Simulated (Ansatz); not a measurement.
# BCl3H2: the cost of one run

Program: Ansatz 0.2.0. Level of theory: RKS PBE0/def2-SVP. These are calculated values, not measurements.

## Step 1: The starting structure

Bond lengths: B1–Cl3 1.860 Å, B1–Cl4 1.860 Å, B1–Cl5 2.160 Å, Cl5–H6 1.527 Å. Angles: Cl3–B1–Cl4 120.0°, Cl3–B1–Cl5 97.0°, Cl4–B1–Cl5 101.2°, B1–Cl5–H6 58.2°.

As a file:

```xyz
6

B     0.0000    0.0000    0.0000
H     0.0000    0.0000    1.5400
Cl    1.6108    0.0000   -0.9300
Cl   -1.6108    0.0000   -0.9300
Cl    0.0903   -2.0478    0.6811
H     0.0386   -0.8759    1.6586
```

## Step 2: Pulling towards end A

Springs on the bonds that form and break draw the guess towards this end; the thresholds are loose.

File input.yaml:

```yaml
crystal:
  periodic: [false, false, false]
  atoms:
    - { symbol: B, position_ang: [0.0, 0.0, 0.0] }
    - { symbol: H, position_ang: [0.0, 0.0, 1.54] }
    - { symbol: Cl, position_ang: [1.6108, 0.0, -0.93] }
    - { symbol: Cl, position_ang: [-1.6108, 0.0, -0.93] }
    - { symbol: Cl, position_ang: [0.0903, -2.0478, 0.6811] }
    - { symbol: H, position_ang: [0.0386, -0.8759, 1.6586] }
basis:
  gaussian: { orbitals: def2-SVP }
hamiltonian:
  xc: pbe0
relax:
  f_tol: 0.15
  max_steps: 25
  restrain:
    - { distance: [0, 4], at: 3.06, k: 30.0 }
    - { distance: [5, 1], at: 1.86, k: 30.0 }
    - { distance: [0, 1], at: 1.19, k: 30.0 }
    - { distance: [5, 4], at: 1.37, k: 30.0 }
```

Started as:

```console
> ansatz run input.yaml --threads 1 --pin off --max-ram 2048MiB --backend cpu --events-out ev --progress --plain --runs-dir out
```

Q: Estimate wall time and peak memory on 1 thread of Arm Neoverse V2, shared host.

About 26 s, with a peak of 0.16 GiB.
